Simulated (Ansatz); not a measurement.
# Ge2NH (singlet): density functionals in cc-pVTZ

What do functionals of several rungs give for Ge2NH (singlet)?

Computed with Ansatz 0.2.0, Gaussian basis. Level: cc-pVTZ, all electrons in the functionals, frozen cores in the correlation of double hybrids and RPA.

To be run: PBE, r2SCAN, PBE0, B3LYP, CAM-B3LYP, wB97M-V, B2PLYP, RKS PBE0, RPA-PBE.

## Step 1: The geometry

The geometry is a PBE0/def2-TZVP stationary point (not a proven minimum). No spin-orbit coupling is included. The filled d shell of Ge may be among the frozen orbitals whatever the setting's name suggests; the logs give the count.

4 atoms, charge 0, spin multiplicity 1.

Atoms are counted from 1 here; the program's logs count them from 0.

Bond lengths: Ge1–N2 1.675 Å, N2–Ge3 1.820 Å, Ge3–H4 1.609 Å. Angles: Ge1–N2–Ge3 169.6°, N2–Ge3–H4 95.4°.

No dispersion term is added; wB97M-V holds VV10 nonlocal correlation. B3LYP takes the VWN-RPA correlation.

## Step 2: PBE (unrestricted)

Contents of in.yaml:

```yaml
crystal:
  periodic: [false, false, false]
  atoms:
    - {symbol: Ge, position_ang: [0.000037, -0.400092, 2.236409]}
    - {symbol: N, position_ang: [-0.000257, -0.268272, 0.566288]}
    - {symbol: Ge, position_ang: [0.000028, -0.454839, -1.244511]}
    - {symbol: H, position_ang: [0.000192, 1.123203, -1.558186]}
basis:
  gaussian: {orbitals: cc-pVTZ}
magnetization: {spin_polarized: true, initial_magnetization: 0}
hamiltonian: {xc: {name: PBE}}
output: {orbitals: {seedname: orbitals}}
```

Started as:

```bash
$ ansatz run in.yaml --threads 1 --pin off --events-out ev --progress --plain --max-ram 4096MiB --backend cpu
```

Standard output:

```text
Functional definition: PBE
  name "PBE"
  cite "Perdew, Burke & Ernzerhof, Phys. Rev. Lett. 77, 3865 (1996) doi:10.1103/PhysRevLett.77.3865"
  parent pbe
  parameter kappa = 0.804
  parameter beta = 0.06672455060314922
  exchange = pbe_x(kappa = kappa, mu = beta*pi^2/3)
  correlation = pbe_c(beta = beta)
949 factors; their error is unknown
mean field evaluation 1: about -114507.8575 eV, gradient 6.6e1 eV
mean field evaluation 2: about -114359.6989 eV, gradient 1.3e2 eV
mean field evaluation 4: about -114523.5620 eV, gradient 2.2e1 eV
mean field evaluation 8: about -114525.7862 eV, gradient 2.2e-1 eV
mean field evaluation 16: about -114525.7758 eV, gradient 8.4e-5 eV
mean field -114525.77576887 eV, -4208.7446311472 hartree, gradient 1.7e-5 eV, S^2 0.000000; 2 other end points of the search recorded, 0 dependent functions left out
reference -114525.77580128 eV, -4208.7446323382 hartree; 36, 36 occupied and 94, 94 virtual orbitals, 949 factors
Total energy: -114525.77580128 eV, -4208.7446323382 hartree
```

Run time: 5.5 s. Hardware: 1 thread of AMD EPYC 7R13, shared host.

From the report: ⟨S²⟩ of the determinant 0.000 (pure singlet: 0.00).

## Step 3: r2SCAN (unrestricted)

Edit in.yaml of step 2 so:

```diff
@@ -10,3 +10,3 @@
 magnetization: {spin_polarized: true, initial_magnetization: 0}
-hamiltonian: {xc: {name: PBE}}
-output: {orbitals: {seedname: orbitals}}
+hamiltonian: {xc: {name: r2SCAN}}
+output: {forces: true}
```

Same command.

Standard output:

```text
Functional definition: r2SCAN
  name "r2SCAN"
  cite "Furness, Kaplan, Ning, Perdew & Sun, J. Phys. Chem. Lett. 11, 8208 (2020) doi:10.1021/acs.jpclett.0c02405"
  cite "Furness, Kaplan, Ning, Perdew & Sun, J. Phys. Chem. Lett. 11, 9248 (2020) doi:10.1021/acs.jpclett.0c03077"
  parent r2scan
  parameter k0 = 0.174
  parameter k1 = 0.065
  parameter a1 = 4.9479
  exchange = r2scan_x(k0 = k0, k1 = k1, a1 = a1)
  correlation = r2scan_c
949 factors; their error is unknown
mean field evaluation 1: about -114528.1829 eV, gradient 6.0e1 eV
mean field evaluation 2: about -114415.8450 eV, gradient 1.2e2 eV
mean field evaluation 4: about -114540.7304 eV, gradient 2.0e1 eV
mean field evaluation 8: about -114543.0175 eV, gradient 1.7e-1 eV
mean field evaluation 16: about -114543.0134 eV, gradient 2.2e-4 eV
mean field -114543.01343974 eV, -4209.3781038673 hartree, gradient 1.1e-5 eV, S^2 0.000000; 2 other end points of the search recorded, 0 dependent functions left out
the calculation of the forces begins
reference -114543.01345370 eV, -4209.3781043804 hartree; 36, 36 occupied and 94, 94 virtual orbitals, 949 factors
Total energy: -114543.01345370 eV, -4209.3781043804 hartree
Atom 0 at     0.000037    -0.400092     2.236409 Å, force    -0.000026    -0.025257     0.216422 eV/Å
Atom 1 at    -0.000257    -0.268272     0.566288 Å, force     0.000094     0.032268    -0.284214 eV/Å
Atom 2 at     0.000028    -0.454839    -1.244511 Å, force    -0.000046     0.051346     0.048785 eV/Å
Atom 3 at     0.000192     1.123203    -1.558186 Å, force    -0.000022    -0.058356     0.019007 eV/Å
Dipole moment:     0.000068    -0.049134     0.311540 e Å
```

Wall time 14 s (1 thread of AMD EPYC 7R13, shared host); peak memory 0.25 GiB.

From the report: ⟨S²⟩ of the determinant 0.000 (pure singlet: 0.00).

## Step 4: PBE0 (unrestricted)

Edit in.yaml of step 3 so:

```diff
@@ -10,3 +10,3 @@
 magnetization: {spin_polarized: true, initial_magnetization: 0}
-hamiltonian: {xc: {name: r2SCAN}}
-output: {forces: true}
+hamiltonian: {xc: {name: PBE0}}
+output: {forces: true, orbitals: {seedname: orbitals}}
```

Launched as before.

Standard output:

```text
Functional definition: PBE0
  name "PBE0"
  cite "Adamo & Barone, J. Chem. Phys. 110, 6158 (1999) doi:10.1063/1.478522"
  cite "Perdew, Burke & Ernzerhof, Phys. Rev. Lett. 77, 3865 (1996) doi:10.1103/PhysRevLett.77.3865"
  parent pbe
  parameter a = 0.25
  parameter kappa = 0.804
  parameter beta = 0.06672455060314922
  exchange = (1 - a)*pbe_x(kappa = kappa, mu = beta*pi^2/3) + a*exact_x
  correlation = pbe_c(beta = beta)
827 factors; integrals over basis functions are off by at most 1.3e-3 eV
mean field evaluation 1: about -114515.7673 eV, gradient 5.5e1 eV
mean field evaluation 2: about -114429.3493 eV, gradient 1.1e2 eV
mean field evaluation 4: about -114527.8653 eV, gradient 1.0e1 eV
mean field evaluation 8: about -114528.3123 eV, gradient 4.5e-1 eV
mean field evaluation 16: about -114528.3131 eV, gradient 4.9e-5 eV
mean field -114528.31307872 eV, -4208.8378755640 hartree, gradient 4.9e-5 eV, S^2 0.000000; 1 other end points of the search recorded, 0 dependent functions left out
the calculation of the forces begins
reference -114528.31310321 eV, -4208.8378764643 hartree; 36, 36 occupied and 94, 94 virtual orbitals, 827 factors
Total energy: -114528.31310321 eV, -4208.8378764643 hartree
Atom 0 at     0.000037    -0.400092     2.236409 Å, force    -0.000077     0.000405    -0.056157 eV/Å
Atom 1 at    -0.000257    -0.268272     0.566288 Å, force     0.000142    -0.007833     0.011358 eV/Å
Atom 2 at     0.000028    -0.454839    -1.244511 Å, force    -0.000051     0.026652     0.048468 eV/Å
Atom 3 at     0.000192     1.123203    -1.558186 Å, force    -0.000015    -0.019224    -0.003670 eV/Å
Dipole moment:     0.000078    -0.054125     0.361772 e Å
```

Run time: 9.5 s. Hardware: 1 thread of AMD EPYC 7R13, shared host; peak memory 0.38 GiB.

From the report: ⟨S²⟩ of the determinant 0.000 (pure singlet: 0.00).

## Step 5: B3LYP (unrestricted)

Edit in.yaml of step 4 so:

```diff
@@ -10,3 +10,2 @@
 magnetization: {spin_polarized: true, initial_magnetization: 0}
-hamiltonian: {xc: {name: PBE0}}
-output: {forces: true, orbitals: {seedname: orbitals}}
+hamiltonian: {xc: {name: B3LYP}}
```

Launched as before.

Standard output:

```text
Functional definition: B3LYP
  name "B3LYP"
  cite "Stephens, Devlin, Chabalowski & Frisch, J. Phys. Chem. 98, 11623 (1994) doi:10.1021/j100096a001"
  cite "Becke, Phys. Rev. A 38, 3098 (1988) doi:10.1103/PhysRevA.38.3098"
  cite "Lee, Yang & Parr, Phys. Rev. B 37, 785 (1988) doi:10.1103/PhysRevB.37.785"
  cite "Vosko, Wilk & Nusair, Can. J. Phys. 58, 1200 (1980) doi:10.1139/p80-159"
  parameter a0 = 0.2
  parameter ax = 0.72
  parameter ac = 0.81
  exchange = (1 - a0 - ax)*slater_x + ax*b88_x + a0*exact_x
  correlation = (1 - ac)*vwn_rpa_c + ac*lyp_c
827 factors; integrals over basis functions are off by at most 1.3e-3 eV
mean field evaluation 1: about -114532.3432 eV, gradient 6.0e1 eV
mean field evaluation 2: about -114430.8985 eV, gradient 1.2e2 eV
mean field evaluation 4: about -114546.3744 eV, gradient 1.3e1 eV
mean field evaluation 8: about -114547.0994 eV, gradient 6.2e-1 eV
mean field evaluation 16: about -114547.1007 eV, gradient 6.4e-5 eV
mean field -114547.10070390 eV, -4209.5283080549 hartree, gradient 6.3e-5 eV, S^2 0.000000; 1 other end points of the search recorded, 0 dependent functions left out
reference -114547.10091363 eV, -4209.5283157622 hartree; 36, 36 occupied and 94, 94 virtual orbitals, 827 factors
Total energy: -114547.10091363 eV, -4209.5283157622 hartree
```

It took 8.5 s on 1 thread of AMD EPYC 7R13, shared host; peak memory 0.38 GiB.

From the report: ⟨S²⟩ of the determinant 0.000 (pure singlet: 0.00).

## Step 6: CAM-B3LYP (unrestricted)

Edit in.yaml of step 5 so:

```diff
@@ -10,2 +10,2 @@
 magnetization: {spin_polarized: true, initial_magnetization: 0}
-hamiltonian: {xc: {name: B3LYP}}
+hamiltonian: {xc: {name: CAM-B3LYP}}
```

Same command.

Standard output:

```text
Functional definition: CAM-B3LYP
  name "CAM-B3LYP"
  cite "Yanai, Tew & Handy, Chem. Phys. Lett. 393, 51 (2004) doi:10.1016/j.cplett.2004.06.011"
  cite "Iikura, Tsuneda, Yanai & Hirao, J. Chem. Phys. 115, 3540 (2001) doi:10.1063/1.1383587"
  cite "Becke, Phys. Rev. A 38, 3098 (1988) doi:10.1103/PhysRevA.38.3098"
  cite "Lee, Yang & Parr, Phys. Rev. B 37, 785 (1988) doi:10.1103/PhysRevB.37.785"
  cite "Vosko, Wilk & Nusair, Can. J. Phys. 58, 1200 (1980) doi:10.1139/p80-159"
  parameter alpha = 0.19
  parameter beta = 0.46
  parameter omega = 0.33/bohr
  parameter ac = 0.81
  # Exact exchange under (alpha + beta erf(omega r))/r, Becke's under what is left of 1/r.
  exchange = (1 - alpha - beta)*b88_x + beta*b88_x_sr(omega) + alpha*exact_x + beta*exact_x_lr(omega)
  correlation = (1 - ac)*vwn5_c + ac*lyp_c
827 factors; integrals over basis functions are off by at most 1.3e-3 eV
220 factors; integrals over basis functions are off by at most 2.1e-5 eV
mean field evaluation 1: about -114538.9084 eV, gradient 5.4e1 eV
mean field evaluation 2: about -114483.2490 eV, gradient 1.0e2 eV
mean field evaluation 4: about -114550.2264 eV, gradient 5.6e0 eV
mean field evaluation 8: about -114550.3374 eV, gradient 2.0e-1 eV
mean field evaluation 16: about -114550.3376 eV, gradient 4.9e-5 eV
mean field -114550.33761528 eV, -4209.6472623538 hartree, gradient 1.7e-5 eV, S^2 0.000000; 1 other end points of the search recorded, 0 dependent functions left out
reference -114550.33771785 eV, -4209.6472661232 hartree; 36, 36 occupied and 94, 94 virtual orbitals, 827 factors
Total energy: -114550.33771785 eV, -4209.6472661232 hartree
```

Run time: 10 s. Hardware: 1 thread of AMD EPYC 7R13, shared host; peak memory 0.44 GiB.

From the report: ⟨S²⟩ of the determinant 0.000 (pure singlet: 0.00).

## Step 7: wB97M-V (unrestricted)

Edit in.yaml of step 6 so:

```diff
@@ -10,2 +10,3 @@
 magnetization: {spin_polarized: true, initial_magnetization: 0}
-hamiltonian: {xc: {name: CAM-B3LYP}}
+hamiltonian: {xc: {name: wB97M-V}}
+output: {forces: true, orbitals: {seedname: orbitals}}
```

The command is unchanged.

Standard output:

```text
Functional definition: wB97M-V
  name "wB97M-V"
  cite "Mardirossian & Head-Gordon, J. Chem. Phys. 144, 214110 (2016) doi:10.1063/1.4952647"
  cite "Becke, J. Chem. Phys. 107, 8554 (1997) doi:10.1063/1.475007"
  cite "Vydrov & Van Voorhis, J. Chem. Phys. 133, 244103 (2010) doi:10.1063/1.3521275"
  # Of w^i u^j: cxij and so on, Table III.
  parameter omega = 0.3/bohr
  parameter cx = 0.15
  parameter cx01 = 1.007
  parameter cx10 = 0.259
  parameter css00 = 0.443
  parameter css04 = -1.437
  parameter css10 = -4.535
  parameter css20 = -3.390
  parameter css43 = 4.278
  parameter cos00 = 1.000
  parameter cos10 = 1.358
  parameter cos20 = 2.924
  parameter cos21 = -8.812
  parameter cos60 = -1.390
  parameter cos61 = 9.142
  parameter b = 6.0
  parameter c = 0.01
  gx(w, u) = 1 - cx + cx01*u + cx10*w
  gss(w, u) = css00 + css04*u^4 + css10*w + css20*w^2 + css43*w^4*u^3
  gos(w, u) = cos00 + cos10*w + (cos20 + cos21*u)*w^2 + (cos60 + cos61*u)*w^6
  exchange = spin_sum(e_x_unif_sr(omega)*gx(b97_w, b97_u_x)) + cx*exact_x_sr(omega) + exact_x_lr(omega)
  correlation = spin_sum(e_c_pw_mod_same_spin*gss(b97_w, b97_u_same))
      + integral(e_c_pw_mod_opposite_spin*gos(b97_w_opposite, b97_u_opposite)) + vv10(b, c)
827 factors; integrals over basis functions are off by at most 1.3e-3 eV
188 factors; integrals over basis functions are off by at most 1.1e-4 eV
mean field evaluation 1: about -114528.5449 eV, gradient 4.8e1 eV
mean field evaluation 2: about -114500.6858 eV, gradient 8.4e1 eV
mean field evaluation 4: about -114537.8142 eV, gradient 2.9e0 eV
mean field evaluation 8: about -114537.8540 eV, gradient 1.8e-1 eV
mean field evaluation 16: about -114537.8544 eV, gradient 2.4e-4 eV
mean field -114537.85438571 eV, -4209.1885121287 hartree, gradient 4.9e-5 eV, S^2 0.000000; 1 other end points of the search recorded, 0 dependent functions left out
the calculation of the forces begins
reference -114537.85442585 eV, -4209.1885136038 hartree; 36, 36 occupied and 94, 94 virtual orbitals, 827 factors
Total energy: -114537.85442585 eV, -4209.1885136038 hartree
Atom 0 at     0.000037    -0.400092     2.236409 Å, force    -0.000140     0.042963    -0.412034 eV/Å
Atom 1 at    -0.000257    -0.268272     0.566288 Å, force     0.000190    -0.045974     0.484950 eV/Å
Atom 2 at     0.000028    -0.454839    -1.244511 Å, force    -0.000028     0.125353    -0.096215 eV/Å
Atom 3 at     0.000192     1.123203    -1.558186 Å, force    -0.000022    -0.122342     0.023299 eV/Å
Dipole moment:     0.000085    -0.075181     0.408238 e Å
```

Run time: 35 s. Hardware: 1 thread of AMD EPYC 7R13, shared host; peak memory 0.59 GiB.

From the report: ⟨S²⟩ of the determinant 0.000 (pure singlet: 0.00).

## Step 8: B2PLYP (unrestricted)

Edit in.yaml of step 7 so:

```diff
@@ -10,3 +10,3 @@
 magnetization: {spin_polarized: true, initial_magnetization: 0}
-hamiltonian: {xc: {name: wB97M-V}}
-output: {forces: true, orbitals: {seedname: orbitals}}
+hamiltonian: {xc: {name: B2PLYP}}
+correlation: {electrons: outside_noble_gas}
```

The command is unchanged.

Standard output:

```text
Functional definition: B2PLYP
  name "B2PLYP"
  cite "Grimme, J. Chem. Phys. 124, 034108 (2006) doi:10.1063/1.2148954"
  cite "Becke, Phys. Rev. A 38, 3098 (1988) doi:10.1103/PhysRevA.38.3098"
  cite "Lee, Yang & Parr, Phys. Rev. B 37, 785 (1988) doi:10.1103/PhysRevB.37.785"
  parameter a = 0.53
  parameter c = 0.27
  exchange = (1 - a)*b88_x + a*exact_x
  correlation = (1 - c)*lyp_c + c*(mp2_os + mp2_ss)
827 factors; integrals over basis functions are off by at most 1.3e-3 eV
mean field evaluation 1: about -114508.1116 eV, gradient 4.7e1 eV
mean field evaluation 2: about -114508.1631 eV, gradient 4.7e1 eV
mean field evaluation 4: about -114516.7250 eV, gradient 1.1e1 eV
mean field evaluation 8: about -114517.4486 eV, gradient 6.9e-1 eV
mean field evaluation 16: about -114517.4505 eV, gradient 6.6e-4 eV
mean field evaluation 32: about -114517.4282 eV, gradient 4.0e-1 eV
mean field evaluation 64: about -114509.5198 eV, gradient 2.8e1 eV
mean field -114517.45049008 eV, -4208.4386827946 hartree, gradient 2.9e-6 eV, S^2 0.000000; 6 other end points of the search recorded, 0 dependent functions left out
29 core orbitals not correlated: weight in the atoms' cores, before any rotation towards them, 0.994 or more for the frozen orbitals, at most 0.006 for the correlated occupied ones
reference -114517.45062336 eV, -4208.4386876925 hartree; 7, 7 occupied and 94, 94 virtual orbitals, 827 factors
second order -13.81348132 eV of doubles, -0.00000000 eV of singles
Total energy: -114521.18026331 eV, -4208.5757494328 hartree
```

Wall time 27 s (1 thread of AMD EPYC 7R13, shared host); peak memory 0.6 GiB.

From the report: ⟨S²⟩ of the determinant 0.000 (pure singlet: 0.00).

## Step 9: PBE0 (restricted)

Edit in.yaml of step 8 so:

```diff
@@ -9,4 +9,2 @@
   gaussian: {orbitals: cc-pVTZ}
-magnetization: {spin_polarized: true, initial_magnetization: 0}
-hamiltonian: {xc: {name: B2PLYP}}
-correlation: {electrons: outside_noble_gas}
+hamiltonian: {xc: {name: PBE0}}
```

Launched as before.

Standard output:

```text
Functional definition: PBE0
  name "PBE0"
  cite "Adamo & Barone, J. Chem. Phys. 110, 6158 (1999) doi:10.1063/1.478522"
  cite "Perdew, Burke & Ernzerhof, Phys. Rev. Lett. 77, 3865 (1996) doi:10.1103/PhysRevLett.77.3865"
  parent pbe
  parameter a = 0.25
  parameter kappa = 0.804
  parameter beta = 0.06672455060314922
  exchange = (1 - a)*pbe_x(kappa = kappa, mu = beta*pi^2/3) + a*exact_x
  correlation = pbe_c(beta = beta)
1066 factors; their error is unknown
mean field evaluation 1: about -114515.3764 eV, gradient 7.7e1 eV
mean field evaluation 2: about -114428.9810 eV, gradient 1.6e2 eV
mean field evaluation 4: about -114527.4759 eV, gradient 1.4e1 eV
mean field evaluation 8: about -114527.8987 eV, gradient 1.5e-1 eV
mean field evaluation 16: about -114528.3114 eV, gradient 4.4e-4 eV
mean field -114528.31139298 eV, -4208.8378136142 hartree, gradient 3.3e-5 eV, S^2 0.000000; 0 other end points of the search recorded, 0 dependent functions left out
reference -114528.31141747 eV, -4208.8378145145 hartree; 36, 36 occupied and 94, 94 virtual orbitals, 1066 factors
Total energy: -114528.31141747 eV, -4208.8378145145 hartree
```

Wall time 3.9 s (1 thread of AMD EPYC 7R13, shared host); peak memory 0.33 GiB.

## Step 10: RPA-PBE

Edit in.yaml of step 9 so:

```diff
@@ -9,2 +9,4 @@
   gaussian: {orbitals: cc-pVTZ}
-hamiltonian: {xc: {name: PBE0}}
+magnetization: {spin_polarized: true, initial_magnetization: 0}
+hamiltonian: {xc: {name: PBE}}
+correlation: {method: rpa, electrons: outside_noble_gas}
```

The command is unchanged.

Standard output:

```text
Functional definition: PBE
  name "PBE"
  cite "Perdew, Burke & Ernzerhof, Phys. Rev. Lett. 77, 3865 (1996) doi:10.1103/PhysRevLett.77.3865"
  parent pbe
  parameter kappa = 0.804
  parameter beta = 0.06672455060314922
  exchange = pbe_x(kappa = kappa, mu = beta*pi^2/3)
  correlation = pbe_c(beta = beta)
827 factors; integrals over basis functions are off by at most 1.3e-3 eV
mean field evaluation 1: about -114507.8507 eV, gradient 6.6e1 eV
mean field evaluation 2: about -114507.8447 eV, gradient 6.6e1 eV
mean field evaluation 4: about -114519.6326 eV, gradient 3.2e1 eV
mean field evaluation 8: about -114525.7751 eV, gradient 6.4e-1 eV
mean field evaluation 16: about -114525.7758 eV, gradient 2.5e-4 eV
mean field evaluation 32: about -114524.0853 eV, gradient 4.5e-1 eV
mean field -114525.77576375 eV, -4208.7446309589 hartree, gradient 5.2e-6 eV, S^2 0.000000; 3 other end points of the search recorded, 0 dependent functions left out
29 core orbitals not correlated: weight in the atoms' cores, before any rotation towards them, 0.993 or more for the frozen orbitals, at most 0.010 for the correlated occupied ones
reference -114444.84485247 eV, -4205.7704748264 hartree; 7, 7 occupied and 94, 94 virtual orbitals, 827 factors
Total energy: -114462.71258480 eV, -4206.4271018782 hartree
```

Wall time 11 s (1 thread of AMD EPYC 7R13, shared host); peak memory 0.36 GiB.

From the report: ⟨S²⟩ of the determinant 0.000 (pure singlet: 0.00).

## Step 11: Side by side

| functional | energy (eV) | ⟨S²⟩ | time |
| --- | --- | --- | --- |
| PBE | -114525.7758 | 0.000 | 5.5 s |
| r2SCAN | -114543.0135 | 0.000 | 14 s |
| PBE0 | -114528.3131 | 0.000 | 9.5 s |
| B3LYP | -114547.1009 | 0.000 | 8.5 s |
| CAM-B3LYP | -114550.3377 | 0.000 | 10 s |
| wB97M-V | -114537.8544 | 0.000 | 35 s |
| B2PLYP | -114521.1803 | 0.000 | 27 s |
| RKS PBE0 | -114528.3114 | 0.000 | 3.9 s |
| RPA-PBE | -114462.7126 | 0.000 | 11 s |

Orbital levels of the runs that wrote orbitals: PBE HOMO -5.18, LUMO -3.43 eV; PBE0 HOMO -6.08, LUMO -2.64 eV; wB97M-V HOMO -8.05, LUMO -0.75 eV.

## Step 12: Summary of results

| quantity | value |
| --- | --- |
| spread of total energies | 87.6 eV |
| quickest, slowest | RKS PBE0 3.9 s, wB97M-V 35 s |

**Reading.** Total energies of different functionals can't be ranked; only differences within one functional count.
